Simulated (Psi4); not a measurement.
# SiHBr (SMILES [SiH]Br): CEPA(1)/6-31G(d) (ZORA, Cartesian functions)

What is the energy change on altering one bond length of SiHBr at CEPA(1)/6-31G* (ZORA, Cartesian functions)? 

The results are computed with Psi4 1.11.

1 further run of the same task is left out (set aside as unsound or not needed).

## Step 1: The structure to begin with

SiHBr: 3 atoms, total charge 0, spin state singlet. SMILES: `[SiH]Br`. The coordinates come from a PBE0-D4/def2-TZVP relaxation.

Bond lengths: Si1–Br2 2.245 Å, Si1–H3 1.527 Å. Angles: Br2–Si1–H3 94.0°.

## Step 2: Energy and forces at CEPA(1)/6-31G(d) (ZORA, Cartesian functions)

Contents of brhsi.xyz:

```xyz
3
BrHSi
Si    -0.624700     0.521900    -0.296100
Br     1.340900     0.401500     0.781400
H     -0.727100    -0.988300    -0.498600
```

Contents of calc.py:

```python
import psi4

psi4.set_memory(1600000000)
psi4.set_num_threads(1)
psi4.set_output_file('psi4.out', False)

with open('brhsi.xyz') as f:
    atoms = ''.join(f.readlines()[2:])
molecule = psi4.geometry('0 1\n' + atoms + '')

psi4.set_options({
    'freeze_core': True,
    'scf_type': 'pk',
    'relativistic': 'zora',
})

result = psi4.gradient("cepa(1)/6-31G*", molecule=molecule)
print('gradient / Eh bohr^-1')
print(result.np.round(6))
for k, v in sorted(psi4.core.scalar_variables().items()):
    print(f'{k:45s} {v:18.10f}')
```

Run with:

```bash
$ python calc.py
```

psi4.out:

```text
[...]
  Running in cs symmetry.
[...]
  Nuclear repulsion =  126.973584171130383
[...]
  Multiplicity = 1
[...]
  Nalpha       = 25
  Nbeta        = 25
[...]
    Number of basis functions: 56
[...]
   @RHF iter   1: -2908.06770829953302   -2.78080e+00   3.13926e-02 ADIIS/DIIS
[...]
      * SCS-MP2 total energy:                -2908.628977506135
[...]
      * MP2 total energy:                    -2908.647700110443
[...]
      * SCS-MP2 total energy:                -2908.628979200196
[...]
      * MP2 total energy:                    -2908.647703745346
[...]
   @RHF iter  14: -2908.31709621356367    1.81899e-12   6.35930e-11 DIIS
[...]
    Orbital Energies [Eh]
    ---------------------
    Doubly Occupied:
       1Ap  -505.697550     2Ap   -69.198699     3Ap   -67.333157
       4Ap   -59.360813     1App  -59.360188     5Ap   -59.359732
       6Ap   -10.183100     7Ap    -7.552422     2App   -7.548109
       8Ap    -7.546005     9Ap    -6.220578     3App   -4.296743
      10Ap    -4.295735    11Ap    -4.293775    12Ap    -3.140332
       4App   -3.139120    13Ap    -3.136865     5App   -3.132896
      14Ap    -3.132668    15Ap    -1.039306    16Ap    -0.670319
      17Ap    -0.490390    18Ap    -0.431837     6App   -0.431710
      19Ap    -0.347550
[...]
  @RHF Final Energy: -2908.31709621356367
   => Energetics <=
    Nuclear Repulsion Energy =            126.9608880998838600
    One-Electron Energy =               -4287.8767714072146191
    Two-Electron Energy =                1252.5987870937672142
    Total Energy =                      -2908.3170962135636728
[...]
 Multipole Moments:
 ------------------------------------------------------------------------------------
     Multipole            Electronic (a.u.)      Nuclear  (a.u.)        Total (a.u.)
 ------------------------------------------------------------------------------------
 L = 1.  Multiply by 2.5417464519 to convert [e a0] to [Debye]
 Dipole X            :          6.1605036           -6.8378994           -0.6773958
 Dipole Y            :          1.0379320           -1.1695980           -0.1316660
 Dipole Z            :          0.0000000            0.0000000            0.0000000
 Magnitude           :                                                    0.6900732
[...]
      * SCS-MP2 total energy:                -2908.628974026245
[...]
      * MP2 total energy:                    -2908.647694687350
[...]
```

The script printed:

```text
gradient / Eh bohr^-1
[[ 1.218e-03  8.400e-05  0.000e+00]
 [-2.346e-03 -5.930e-04  0.000e+00]
 [ 1.128e-03  5.100e-04  0.000e+00]]
CEPA(1) CORRELATION ENERGY                         -0.3490384739
CEPA(1) DOUBLES ENERGY                             -0.3490384739
CEPA(1) OPPOSITE-SPIN CORRELATION ENERGY           -0.2584673078
CEPA(1) SAME-SPIN CORRELATION ENERGY               -0.0905711661
CEPA(1) SINGLES ENERGY                              0.0000000000
CEPA(1) TOTAL ENERGY                            -2908.6661514496
CURRENT CORRELATION ENERGY                         -0.3490384739
CURRENT ENERGY                                  -2908.6661514496
CURRENT REFERENCE ENERGY                        -2908.3171129757
DD SOLVATION ENERGY                                 0.0000000000
FINDIF NUMBER                                       7.0000000000
HF KINETIC ENERGY                                2859.4104416335
HF POTENTIAL ENERGY                             -5767.7275546092
HF TOTAL ENERGY                                 -2908.3171129757
HF VIRIAL RATIO                                     2.0171037605
MP2 CORRELATION ENERGY                             -0.3305871348
MP2 DOUBLES ENERGY                                 -0.3305871348
MP2 OPPOSITE-SPIN CORRELATION ENERGY               -0.2326947910
MP2 SAME-SPIN CORRELATION ENERGY                   -0.0978923438
MP2 SINGLES ENERGY                                  0.0000000000
MP2 TOTAL ENERGY                                -2908.6477001104
NUCLEAR REPULSION ENERGY                          126.9735841711
ONE-ELECTRON ENERGY                             -4287.9045856014
PCM POLARIZATION ENERGY                             0.0000000000
PE ENERGY                                           0.0000000000
SCF ITERATION ENERGY                            -2908.3171129757
SCF ITERATIONS                                     14.0000000000
SCF TOTAL ENERGY                                -2908.3171129757
TWO-ELECTRON ENERGY                              1252.6138884546
```

Wall time 35 s (1 thread of Intel Xeon Platinum 8488C (Sapphire Rapids), shared host); peak memory 0.39 GiB.

## Step 3: The distorted shape

Contents of brhsi.json:

```json
{
 "schema_name": "qcschema_input",
 "schema_version": 1,
 "molecule": {
  "schema_name": "qcschema_molecule",
  "schema_version": 2,
  "symbols": ["Si", "Br", "H"],
  "geometry": [-1.16115734, 1.27169309, -0.52127339, 2.55328834, 1.04417006, 1.51490651, -1.37401987, -1.86761633, -0.94221745],
  "molecular_charge": 0,
  "molecular_multiplicity": 1
 },
 "driver": "gradient",
 "model": {
  "method": "cepa(1)",
  "basis": "6-31G*"
 },
 "keywords": {
  "reference": "rhf",
  "freeze_core": true,
  "scf_type": "pk",
  "relativistic": "zora"
 }
}
```

Run with:

```bash
$ psi4 --qcschema brhsi.json -n 1 --memory 1600MB
```

stdout:

```text
[...]
  Running in cs symmetry.
[...]
  Nuclear repulsion =  126.317067449282249
[...]
  Multiplicity = 1
[...]
  Nalpha       = 25
  Nbeta        = 25
[...]
    Number of basis functions: 56
[...]
   @RHF iter   1: -2908.05913801356473   -2.82404e+00   3.14086e-02 DIIS/ADIIS
[...]
      * SCS-MP2 total energy:                -2908.622921906800
[...]
      * MP2 total energy:                    -2908.641461653889
[...]
      * SCS-MP2 total energy:                -2908.623026474306
[...]
      * MP2 total energy:                    -2908.641568601202
[...]
   @RHF iter  14: -2908.30923420652016    9.09495e-13   7.58489e-11 DIIS
[...]
    Orbital Energies [Eh]
    ---------------------
    Doubly Occupied:
       1Ap  -505.700268     2Ap   -69.210706     3Ap   -67.335877
       4Ap   -59.363535     1App  -59.362896     5Ap   -59.362445
       6Ap   -10.185827     7Ap    -7.555171     2App   -7.550798
       8Ap    -7.548714     9Ap    -6.230318     3App   -4.306273
      10Ap    -4.305242    11Ap    -4.303103    12Ap    -3.143084
       4App   -3.141845    13Ap    -3.139612     5App   -3.135578
      14Ap    -3.135358    15Ap    -1.041769    16Ap    -0.654688
      17Ap    -0.480998     6App   -0.434069    18Ap    -0.433157
      19Ap    -0.348153
[...]
  @RHF Final Energy: -2908.30923420652016
   => Energetics <=
    Nuclear Repulsion Energy =            126.3054527887363179
    One-Electron Energy =               -4286.4104054077388355
    Two-Electron Energy =                1251.7957184124825289
    Total Energy =                      -2908.3092342065201592
[...]
 Multipole Moments:
 ------------------------------------------------------------------------------------
     Multipole            Electronic (a.u.)      Nuclear  (a.u.)        Total (a.u.)
 ------------------------------------------------------------------------------------
 L = 1.  Multiply by 2.5417464519 to convert [e a0] to [Debye]
 Dipole X            :          6.2271596           -6.8567504           -0.6295908
 Dipole Y            :          1.3700666           -1.3223789            0.0476876
 Dipole Z            :          0.0000000            0.0000000            0.0000000
 Magnitude           :                                                    0.6313942
[...]
      * SCS-MP2 total energy:                -2908.622816169012
[...]
      * MP2 total energy:                    -2908.641353531335
[...]
```

The result, in JSON:

```text
{
 "driver": "gradient",
 "model": {
  "method": "cepa(1)",
  "basis": "6-31G*"
 },
 "success": true,
 "return_result": [0.0041164133103898555, 0.032209252876491276, 0.0, -0.0017622216700484811, -0.001026585383298441, 0.0, -0.0023541916403413475, -0.031182667493192776, 0.0],
 "properties": {
  "calcinfo_nbasis": 56,
  "calcinfo_nmo": 56,
  "calcinfo_nalpha": 25,
  "calcinfo_nbeta": 25,
  "calcinfo_natom": 3,
  "nuclear_repulsion_energy": 126.31706744928225,
  "return_energy": -2908.6611354950996,
  "return_gradient": [0.0041164133103898555, 0.032209252876491276, 0.0, -0.0017622216700484811, -0.001026585383298441, 0.0, -0.0023541916403413475, -0.031182667493192776, 0.0],
  "mp2_same_spin_correlation_energy": -0.09803163990645049,
  "mp2_opposite_spin_correlation_energy": -0.23407339757809403,
  "mp2_singles_energy": 0.0,
  "mp2_doubles_energy": -0.3321050374845445,
  "mp2_correlation_energy": -0.3321050374845445,
  "mp2_total_energy": -2908.641461653889
 }
}
```

It took 35 s on 1 thread of Intel Xeon Platinum 8488C (Sapphire Rapids), shared host; peak memory 0.39 GiB.

## Step 4: Outcome

Level: CEPA(1)/6-31G* (ZORA, Cartesian functions).

```
                                                          quantity           value
                                         first shape: total energy  -2908.66615 Eh
                                   first shape: correlation energy      -349.0 mEh
                             first shape: largest force on an atom      0.124 eV/Å
                                     distorted shape: total energy  -2908.66114 Eh
                               distorted shape: correlation energy      -351.8 mEh
                         distorted shape: largest force on an atom      1.670 eV/Å
energy change with the Si1–H3 bond stretched from 1.527 to 1.680 Å        0.136 eV
```

What this shows: With the Si1–H3 bond stretched from 1.527 to 1.680 Å the energy rises by 0.14 eV (3.1 kcal/mol). The first shape isn't relaxed at this level, so the change isn't measured from a minimum. The basis (first shape) was contracted for non-relativistic atoms, which limits what the relativistic Hamiltonian can do in the core. The basis (distorted shape) was contracted for non-relativistic atoms, which limits what the relativistic Hamiltonian can do in the core.
